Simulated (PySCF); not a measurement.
**Ti, Ti⁺: ionisation energy in jorge-DZP-DKH**

Wanted: the ionisation energy of titanium, up a ladder of methods.

The numbers are computed with PySCF 2.14.0 (unrestricted determinants in a Gaussian basis, no spin-orbit coupling in the energies), except any that are marked as measured or tabulated.

## Step 1: Starting point

- Element: titanium (Z = 22)
- Basis: jorge-DZP-DKH (8s6p2d1f, 43 functions)
- Hamiltonian: scalar relativity by spin-free X2C-1e
- State 1: Ti: [Ar] 3d2 4s2, high-spin 3F determinant
- State 2: Ti⁺: [Ar] 3d2 4s1, high-spin 4F determinant
- Methods: UHF, PBE0, PBE, MP2
- Core shells frozen in the correlated runs: valence: [Ar] (for Ti)

The outer shells:

Ti [Ar] 3d2 4s2
```
[Ar] core
3d [↑ ][↑ ][  ][  ][  ]
4s [↑↓]
```

Ti+ [Ar] 3d2 4s1
```
[Ar] core
3d [↑ ][↑ ][  ][  ][  ]
4s [↑ ]
```

One driver process ran all states and methods and kept the integrals in memory. Each run is shown as a PySCF script that sums up its settings (the driver passes frozen orbitals as a list and adds second-order terms of double hybrids); the logs are those of the runs themselves. The driver starts from symmetry-adapted Hartree-Fock orbitals, holds the occupation by maximum overlap and uses a logarithmic radial grid for functionals, so a plain start would take other cycles.

It was started by

```console
$ OMP_NUM_THREADS=1 python atomrun2.py TASK.json OUT
```

The integrals over 43 functions and the set-up took 0.11 s of CPU time.

## Step 2: Ti

**UHF**

Contents of input.py:

```python
from pyscf import gto, scf, dft, mp, cc
import basis_set_exchange as bse
mol = gto.M(atom="Ti 0 0 0", charge=0, spin=2, symmetry="D2h",
            basis=gto.basis.parse(bse.get_basis("jorge-DZP-DKH", elements=["Ti"], fmt="nwchem", header=False)),
            nucmod="G")
mf = scf.UHF(mol).sfx2c1e()
mf.irrep_nelec = {'Ag': (5, 4), 'B1g': (1, 0), 'B1u': (2, 2), 'B2u': (2, 2), 'B3u': (2, 2)}
mf.kernel()
```

**PBE0**

input.py, as changed from the run before:

```diff
@@ -5,3 +5,3 @@
             nucmod="G")
-mf = scf.UHF(mol).sfx2c1e()
+mf = dft.UKS(mol, xc="PBE0").sfx2c1e()
 mf.irrep_nelec = {'Ag': (5, 4), 'B1g': (1, 0), 'B1u': (2, 2), 'B2u': (2, 2), 'B3u': (2, 2)}
```

**PBE**

input.py, as changed from the run before:

```diff
@@ -5,3 +5,3 @@
             nucmod="G")
-mf = dft.UKS(mol, xc="PBE0").sfx2c1e()
+mf = dft.UKS(mol, xc="PBE").sfx2c1e()
 mf.irrep_nelec = {'Ag': (5, 4), 'B1g': (1, 0), 'B1u': (2, 2), 'B2u': (2, 2), 'B3u': (2, 2)}
```

**MP2 (valence)**

input.py, as changed from the run before:

```diff
@@ -5,4 +5,5 @@
             nucmod="G")
-mf = dft.UKS(mol, xc="PBE").sfx2c1e()
+mf = scf.UHF(mol).sfx2c1e()
 mf.irrep_nelec = {'Ag': (5, 4), 'B1g': (1, 0), 'B1u': (2, 2), 'B2u': (2, 2), 'B3u': (2, 2)}
 mf.kernel()
+mp.UMP2(mf, frozen=9).kernel()
```

## Step 3: Ti⁺, method by method

**UHF**

Contents of input.py:

```python
from pyscf import gto, scf, dft, mp, cc
import basis_set_exchange as bse
mol = gto.M(atom="Ti 0 0 0", charge=1, spin=3, symmetry="D2h",
            basis=gto.basis.parse(bse.get_basis("jorge-DZP-DKH", elements=["Ti"], fmt="nwchem", header=False)),
            nucmod="G")
mf = scf.UHF(mol).sfx2c1e()
mf.irrep_nelec = {'Ag': (5, 3), 'B1g': (1, 0), 'B1u': (2, 2), 'B2u': (2, 2), 'B3u': (2, 2)}
mf.kernel()
```

**PBE0**

input.py, as changed from the run before:

```diff
@@ -5,3 +5,3 @@
             nucmod="G")
-mf = scf.UHF(mol).sfx2c1e()
+mf = dft.UKS(mol, xc="PBE0").sfx2c1e()
 mf.irrep_nelec = {'Ag': (5, 3), 'B1g': (1, 0), 'B1u': (2, 2), 'B2u': (2, 2), 'B3u': (2, 2)}
```

**PBE**

input.py, as changed from the run before:

```diff
@@ -5,3 +5,3 @@
             nucmod="G")
-mf = dft.UKS(mol, xc="PBE0").sfx2c1e()
+mf = dft.UKS(mol, xc="PBE").sfx2c1e()
 mf.irrep_nelec = {'Ag': (5, 3), 'B1g': (1, 0), 'B1u': (2, 2), 'B2u': (2, 2), 'B3u': (2, 2)}
```

**MP2 (valence)**

input.py, as changed from the run before:

```diff
@@ -5,4 +5,5 @@
             nucmod="G")
-mf = dft.UKS(mol, xc="PBE").sfx2c1e()
+mf = scf.UHF(mol).sfx2c1e()
 mf.irrep_nelec = {'Ag': (5, 3), 'B1g': (1, 0), 'B1u': (2, 2), 'B2u': (2, 2), 'B3u': (2, 2)}
 mf.kernel()
+mp.UMP2(mf, frozen=9).kernel()
```

**Question.** What will these runs give?

The runs gave:

```
             quantity                                               value
ionisation energy, Ti  UHF 5.524, MP2 (valence) 6.192 eV; reference 6.828
```

Each level's miss and price (over 1 difference):

```
           method  mean absolute miss against the measured value (with the measured fine structure taken into account where it is known) (eV)  CPU time, both states (s)
              UHF                                                                                                                       1.305                       0.33
             PBE0                                                                                                                       0.307                        1.4
              PBE                                                                                                                       0.205                        1.4
    MP2 (valence)                                                                                                                       0.636                       0.36
SCS-MP2 (valence)                                                                                                                       0.499                       0.36
```

In words: PBE lands nearest to the measured value (off by 0.21 eV); UHF misses by most (1.30 eV). Hartree-Fock falls short because the species with more electrons holds more correlation energy, which it lacks. PBE is off by -0.21 eV. The basis is finite, and no extrapolation was made. The dearest level timed, PBE0, costs 4.3 times the cheapest, UHF, and differs from the measured value (with the measured fine structure taken into account where it is known) by 0.31 against 1.30 eV.
